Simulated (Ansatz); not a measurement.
**CH₅ClGeO: small, medium and large basis sets**

One table from this session's results is given with a row withheld; the runs are named, their logs left out.

Method: one geometry, several basis sets; program: Ansatz 0.2.0, Gaussian basis.

Levels to be run: PBE0-D4/def2-SVP; ωB97M-V/def2-SVP; PBE0-D4/def2-QZVPP; ωB97M-V/def2-QZVPP; the functionals' def2-TZVPP values are taken from earlier runs.

## The relaxed structure

All runs share one geometry, relaxed beforehand with PBE0-D4 in a triple-zeta def2 set.

SMILES `O[CH](Cl)[GeH3]`, 9 atoms, charge 0, spin multiplicity 1.

Atoms are counted from 1 here; the program's logs count them from 0.

Bond lengths: O1–C2 1.377 Å, O1–H5 0.964 Å, C2–Cl3 1.820 Å, C2–Ge4 1.981 Å, C2–H6 1.093 Å, Ge4–H7 1.534 Å, Ge4–H8 1.531 Å, Ge4–H9 1.537 Å. Angles: C2–O1–H5 109.5°, O1–C2–Cl3 111.7°, O1–C2–Ge4 108.9°, O1–C2–H6 112.7°, Cl3–C2–Ge4 108.3°, Cl3–C2–H6 103.4°, Ge4–C2–H6 111.7°, C2–Ge4–H7 108.0°, C2–Ge4–H8 108.0°, C2–Ge4–H9 108.5°, H7–Ge4–H8 111.1°, H7–Ge4–H9 110.2°, H8–Ge4–H9 110.9°.

Set-up of the first run:

Contents of in.yaml:

```yaml
crystal:
  periodic: [false, false, false]
  atoms:
    - {symbol: O, position_ang: [-0.118297, 1.221983, -1.117364]}
    - {symbol: C, position_ang: [0.453287, 0.584809, -0.038225]}
    - {symbol: Cl, position_ang: [2.146088, 0.027465, -0.405135]}
    - {symbol: Ge, position_ang: [-0.637312, -1.004018, 0.419987]}
    - {symbol: H, position_ang: [0.363458, 2.035676, -1.303693]}
    - {symbol: H, position_ang: [0.584884, 1.246897, 0.821493]}
    - {symbol: H, position_ang: [0.000529, -1.680779, 1.639619]}
    - {symbol: H, position_ang: [-0.641828, -1.941153, -0.790915]}
    - {symbol: H, position_ang: [-2.062309, -0.537381, 0.757033]}
basis:
  gaussian: {orbitals: def2-SVP}
hamiltonian: {xc: pbe0, dispersion: d4}
output: {orbitals: {seedname: orbitals}}
```

Steps of the session up to this table: PBE0-D4 in def2-SVP; ωB97M-V in def2-SVP; PBE0-D4 in def2-QZVPP; ωB97M-V in def2-QZVPP.

One table of the session follows, with a row left open; its other results are not shown here.

It belongs to the step «Density functionals: the series». 

| functional | basis | HOMO (eV) | LUMO (eV) |
| --- | --- | --- | --- |
| PBE0-D4 | def2-SVP | -7.82 | 0.60 |
| PBE0-D4 | def2-TZVPP | -7.98 | 0.22 |
| PBE0-D4 | def2-QZVPP | -8.02 | -0.07 |
| ωB97M-V | def2-SVP | ? | ? |
| ωB97M-V | def2-TZVPP | -10.22 | 1.97 |
| ωB97M-V | def2-QZVPP | -10.27 | 1.39 |

Q: Estimate the row for ωB97M-V, def2-SVP from the others.

**Answer.** HOMO (eV): -10.02; LUMO (eV): 2.49. In the column «HOMO (eV)» it lies between ωB97M-V, def2-TZVPP (-10.22) and PBE0-D4, def2-QZVPP (-8.02).
